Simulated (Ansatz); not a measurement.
# BGeH₂ (quartet): geometry optimisation

Where does this start of BGeH₂ (quartet) end when it is relaxed?

The runs use Ansatz 0.2.0, Gaussian basis; UKS PBE0/def2-TZVP.

**1. The system as given**

4 atoms, charge 0, spin multiplicity 4.

Atoms are counted from 1 here; the program's logs count them from 0.

Bond lengths: Ge1–B2 2.007 Å, B2–H3 1.169 Å, B2–H4 1.169 Å. Angles: Ge1–B2–H3 117.0°, Ge1–B2–H4 117.0°, H3–B2–H4 126.0°.

The start was built by rule and, where that kept it together, relaxed with GFN2-xTB. Sticks and bond lists go by distance. No spin-orbit coupling is included. 

**2. The run**

in.yaml reads:

```yaml
crystal:
  periodic: [false, false, false]
  atoms:
    - {symbol: Ge, position_ang: [-0.313739, -0.000153, -0.000582]}
    - {symbol: B, position_ang: [1.693367, 0.000827, 0.003140]}
    - {symbol: H, position_ang: [2.223334, 1.042522, 0.000940]}
    - {symbol: H, position_ang: [2.224339, -1.040351, 0.007306]}
basis:
  gaussian: {orbitals: def2-TZVP}
magnetization: {spin_polarized: true, initial_magnetization: 3}
hamiltonian: {xc: pbe0}
relax: {f_tol: 0.004, max_steps: 80}
```

The run is started by

```console
> ansatz run in.yaml --threads 1 --pin off --events-out ev --progress --plain --max-ram 1740MiB
```

**Question.** What will these runs give? Wanted: energy gained; shift from the start; total energy; dipole moment; ⟨S²⟩.

The runs gave:

| quantity | value |
| --- | --- |
| steps | 5 |
| energy gained | 0.044 eV |
| shift from the start (rms) | 0.041 Å |
| total energy | -57215.5307 eV |
| dipole moment | 0.25 D |
| ⟨S²⟩ | 3.753 |

What this shows: The bonds of the start are those of the end. Ge1–B2 went from 2.007 to 2.071 Å. No vibrations were run, so this is a stationary point, not a proven minimum, and this spin need not be the ground state's.
